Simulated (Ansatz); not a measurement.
# C₃H₉InO: taking an electron away

An exercise on one series of results from a longer session: the logs are not shown, and one member is left open.

The runs use Ansatz 0.2.0, Gaussian basis; unrestricted cation, the program's frozen cores in correlated methods.

Plan: UKS PBE-D4/def2-TZVPP; UKS r2SCAN-D4/def2-TZVPP; UKS PBE0-D4/def2-TZVPP; UKS B3LYP-D4/def2-TZVPP; UKS wB97X-V/def2-TZVPP; UKS wB97M-V/def2-TZVPP; UKS B2PLYP/def2-TZVPP; UHF-CCSD(T)/def2-TZVPP; UHF-MP2/def2-QZVPP; extrapolation to the limit; then −ε(HOMO) from the neutral's earlier runs with LDA (SPW92), PBE-D4, revPBE-D4, BLYP-D4, r2SCAN-D4, B97M-V, PBE0-D4, B3LYP-D4, r2SCANh-D4, r2SCAN0-D4, HSE06-D4, BHLYP-D4, CAM-B3LYP-D4, LC-ωPBE, ωB97X-V, ωB97M-V.

## Structure used throughout

All runs share one geometry, relaxed beforehand with PBE0-D4 in a triple-zeta def2 set. In takes the def2 core potential; no spin-orbit term is included.

SMILES `CC(C)[O][InH2]`, 14 atoms, charge 0, spin multiplicity 1.

Atoms are counted from 1 here; the program's logs count them from 0.

Bond lengths: C1–C2 1.519 Å, C1–H6 1.093 Å, C1–H7 1.093 Å, C1–H8 1.093 Å, C2–C3 1.519 Å, C2–O4 1.407 Å, C2–H9 1.105 Å, C3–H10 1.093 Å, C3–H11 1.093 Å, C3–H12 1.093 Å, O4–In5 1.986 Å, In5–H13 1.713 Å, In5–H14 1.703 Å. Angles: C2–C1–H6 110.6°, C2–C1–H7 109.8°, C2–C1–H8 111.3°, H6–C1–H7 108.1°, H6–C1–H8 108.4°, H7–C1–H8 108.6°, C1–C2–C3 111.6°, C1–C2–O4 109.3°, C1–C2–H9 108.0°, C3–C2–O4 109.2°, C3–C2–H9 108.0°, O4–C2–H9 110.9°, C2–C3–H10 110.6°, C2–C3–H11 109.8°, C2–C3–H12 111.3°, H10–C3–H11 108.1°, H10–C3–H12 108.4°, H11–C3–H12 108.6° and more.

The first run:

Input file in.yaml:

```yaml
crystal:
  periodic: [false, false, false]
  atoms:
    - {symbol: C, position_ang: [-1.434388, 0.275428, 0.800295]}
    - {symbol: C, position_ang: [-0.025941, -0.031768, 0.323018]}
    - {symbol: C, position_ang: [0.442786, -1.392530, 0.807239]}
    - {symbol: O, position_ang: [0.003766, -0.004756, -1.083440]}
    - {symbol: In, position_ang: [1.114444, 1.256460, -2.142336]}
    - {symbol: H, position_ang: [-1.748095, 1.265186, 0.460188]}
    - {symbol: H, position_ang: [-2.132488, -0.460395, 0.392826]}
    - {symbol: H, position_ang: [-1.497994, 0.250054, 1.891482]}
    - {symbol: H, position_ang: [0.651003, 0.731870, 0.745845]}
    - {symbol: H, position_ang: [1.463395, -1.589414, 0.470723]}
    - {symbol: H, position_ang: [-0.204994, -2.173758, 0.401177]}
    - {symbol: H, position_ang: [0.421915, -1.454123, 1.898635]}
    - {symbol: H, position_ang: [2.033020, 2.307302, -1.148623]}
    - {symbol: H, position_ang: [0.913571, 1.020453, -3.817039]}
basis:
  gaussian: {orbitals: def2-TZVPP}
total_charge: 1
magnetization: {spin_polarized: true, initial_magnetization: 1}
hamiltonian: {xc: pbe, dispersion: d4}
```

The run is started by

```sh
ansatz run in.yaml --threads 2 --pin off --events-out ev --progress --plain --max-ram 22528MiB --backend cuda --devices 0, --max-vram 18GiB
```

Among the steps run: Cation, UKS PBE-D4/def2-TZVPP; Cation, UKS r2SCAN-D4/def2-TZVPP; Cation, UKS PBE0-D4/def2-TZVPP; Cation, UKS B3LYP-D4/def2-TZVPP; Cation, UKS wB97X-V/def2-TZVPP; Cation, UKS wB97M-V/def2-TZVPP; Cation, UKS B2PLYP (frozen core)/def2-TZVPP; Cation, UHF-CCSD(T)/def2-TZVPP; Cation, UHF-MP2/def2-QZVPP.

One of the session's tables, all rows but one given; the rest of the session is left out.

For comparison, −ε(HOMO) of the neutral from earlier runs:

| functional | −ε(HOMO) (eV) |
| --- | --- |
| LDA (SPW92) | 6.16 |
| PBE-D4 | 5.94 |
| revPBE-D4 | 5.85 |
| BLYP-D4 | 5.85 |
| r2SCAN-D4 | 6.17 |
| B97M-V | 6.34 |
| PBE0-D4 | 7.31 |
| B3LYP-D4 | 7.10 |
| r2SCANh-D4 | 6.70 |
| r2SCAN0-D4 | 7.50 |
| HSE06-D4 | 6.91 |
| BHLYP-D4 | ? |
| CAM-B3LYP-D4 | 8.74 |
| LC-ωPBE | 10.04 |
| ωB97X-V | 9.73 |
| ωB97M-V | 9.69 |

Q: Estimate the row for BHLYP-D4 from the others.

Worked estimate for «−ε(HOMO) (eV)». Against the share of exact exchange, BLYP-D4 (0, 5.85), B3LYP-D4 (0.2, 7.10) give a slope of 6.25 per unit share; at 0.5 the line stands at 8.97.

As computed: −ε(HOMO) (eV): 8.69. In «−ε(HOMO) (eV)» the line misses by +0.28.
